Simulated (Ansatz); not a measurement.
# Si3C: the cost of one run

Method: DFT PBE, scalar-relativistic, plane waves, PAW, in Ansatz 0.2.0.

1 further run of the same task is left out (for a known fault of the program).

## 1. The system as given

Symmetry: P6/mmm, No. 191, hexagonal system. The conventional cell has a = 2.618 Å, b = 2.618 Å, c = 9.836 Å, α = 90.00°, β = 90.00°, γ = 120.00°. Si (site symmetry 6mm) has 1 C at 2.46 Å and 7 Si at 2.46 to 2.62 Å as nearest neighbours. Si (site symmetry 6/mmm) has 8 Si at 2.46 to 2.62 Å as nearest neighbours. C (site symmetry 6/mmm) is surrounded by 2 Si at 2.46 Å and 6 C at 2.62 Å.

Coordinates:

```
CELL_PARAMETERS angstrom
2.61848 0.00000 0.00000
-1.30924 2.26767 0.00000
0.00000 0.00000 9.83561
ATOMIC_POSITIONS crystal
Si 0.00000 0.00000 0.75000
Si 0.00000 0.00000 0.00000
Si 0.00000 0.00000 0.25000
C 0.00000 0.00000 0.50000
```

The start is an ordering of an alloy on its end members' structure types: elements ordered on the sites of the Si type, Si/C on Si (P6/mmm, No. 191).

## 2. The guess as it stands, on a coarse mesh

The input, input.yaml:

```yaml
crystal:
  lattice:
    - [2.61847683, 0.0, 0.0]
    - [-1.30923842, 2.26766746, 0.0]
    - [0.0, 0.0, 9.83560785]
  atoms:
    - { symbol: Si, position: [0.0, 0.0, 0.75] }
    - { symbol: Si, position: [0.0, 0.0, 0.0] }
    - { symbol: Si, position: [0.0, 0.0, 0.25] }
    - { symbol: C, position: [0.0, 0.0, 0.5] }
basis:
  ecutwfc: 420
kpoints:
  mp_grid: { grid: [6, 6, 2] }
hamiltonian:
  xc: pbe
scf:
  occupations: { method: gaussian, width: 0.1 }
  lower_state_search: "off"
output:
  forces: true
  stress: true
  eigenvalues: true
```

Started as:

```console
$ ansatz run input.yaml --threads 1 --pin off --max-ram 2560MiB --backend cpu --events-out ev --progress --plain --runs-dir out
```

Q: Estimate wall time and peak memory on 1 thread of Intel Xeon at 2.70GHz, shared host.

About 1.2 s, with a peak of 0.31 GiB.
